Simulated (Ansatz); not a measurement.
**C4H3F7: small, medium and large basis sets**

One table from this session's results is given with a row withheld; the runs are named, their logs left out.

Program: Ansatz 0.2.0, Gaussian basis. Level of theory: one geometry, several basis sets. These are calculated values, not measurements.

Levels to be run: PBE0-D4/def2-SVP; ωB97M-V/def2-SVP; PBE0-D4/def2-QZVPP; ωB97M-V/def2-QZVPP; the functionals' def2-TZVPP values are taken from earlier runs.

### The geometry

All runs share one geometry, relaxed beforehand with PBE0-D4 in a triple-zeta def2 set.

SMILES `FC(F)[C@H](F)[C@@H](F)C(F)(F)F`, 14 atoms, charge 0, spin multiplicity 1.

Atoms are counted from 1 here; the program's logs count them from 0.

Bond lengths: F1–C2 1.347 Å, C2–F3 1.356 Å, C2–C4 1.521 Å, C2–H12 1.093 Å, C4–F5 1.368 Å, C4–C6 1.514 Å, C4–H13 1.095 Å, C6–F7 1.369 Å, C6–C8 1.527 Å, C6–H14 1.095 Å, C8–F9 1.333 Å, C8–F10 1.339 Å, C8–F11 1.325 Å. Angles: F1–C2–F3 108.0°, F1–C2–C4 109.1°, F1–C2–H12 108.9°, F3–C2–C4 108.7°, F3–C2–H12 109.2°, C4–C2–H12 112.8°, C2–C4–F5 107.5°, C2–C4–C6 111.2°, C2–C4–H13 108.4°, F5–C4–C6 111.0°, F5–C4–H13 109.2°, C6–C4–H13 109.5°, C4–C6–F7 110.3°, C4–C6–C8 113.8°, C4–C6–H14 108.6°, F7–C6–C8 108.2°, F7–C6–H14 109.0°, C8–C6–H14 106.8° and more.

Set-up of the first run:

The input, in.yaml:

```yaml
crystal:
  periodic: [false, false, false]
  atoms:
    - {symbol: F, position_ang: [0.414736, 1.400960, -2.618389]}
    - {symbol: C, position_ang: [-0.275571, 1.231041, -1.474530]}
    - {symbol: F, position_ang: [-0.153410, 2.362929, -0.738317]}
    - {symbol: C, position_ang: [0.331377, 0.074202, -0.695182]}
    - {symbol: F, position_ang: [0.168033, -1.058839, -1.444763]}
    - {symbol: C, position_ang: [-0.322007, -0.074552, 0.662248]}
    - {symbol: F, position_ang: [-1.666553, -0.289456, 0.522310]}
    - {symbol: C, position_ang: [0.257673, -1.208710, 1.504892]}
    - {symbol: F, position_ang: [-0.272525, -1.183637, 2.727420]}
    - {symbol: F, position_ang: [1.580024, -1.038466, 1.624659]}
    - {symbol: F, position_ang: [0.032898, -2.406309, 0.985220]}
    - {symbol: H, position_ang: [-1.329644, 1.072634, -1.716969]}
    - {symbol: H, position_ang: [1.401461, 0.268204, -0.565697]}
    - {symbol: H, position_ang: [-0.166481, 0.849999, 1.227108]}
basis:
  gaussian: {orbitals: def2-SVP}
hamiltonian: {xc: pbe0, dispersion: d4}
output: {orbitals: {seedname: orbitals}}
```

Run with:

```bash
$ ansatz run in.yaml --threads 5 --pin off --events-out ev --progress --plain --max-ram 66560MiB --backend cpu
```

Steps of the session up to this table: PBE0-D4 in def2-SVP; ωB97M-V in def2-SVP; PBE0-D4 in def2-QZVPP; ωB97M-V in def2-QZVPP.

One of the session's tables, all rows but one given; the rest of the session is left out.

It belongs to the step «Functionals by basis». 

| functional | basis | HOMO (eV) | LUMO (eV) |
| --- | --- | --- | --- |
| PBE0-D4 | def2-SVP | -9.88 | 1.38 |
| PBE0-D4 | def2-TZVPP | -10.03 | 0.89 |
| PBE0-D4 | def2-QZVPP | ? | ? |
| ωB97M-V | def2-SVP | -12.26 | 3.37 |
| ωB97M-V | def2-TZVPP | -12.42 | 2.68 |
| ωB97M-V | def2-QZVPP | -12.48 | 2.01 |

Q: Estimate the row for PBE0-D4, def2-QZVPP from the others.

As computed: HOMO (eV): -10.07; LUMO (eV): 0.59. In the column «HOMO (eV)» it lies between ωB97M-V, def2-SVP (-12.26) and PBE0-D4, def2-TZVPP (-10.03).
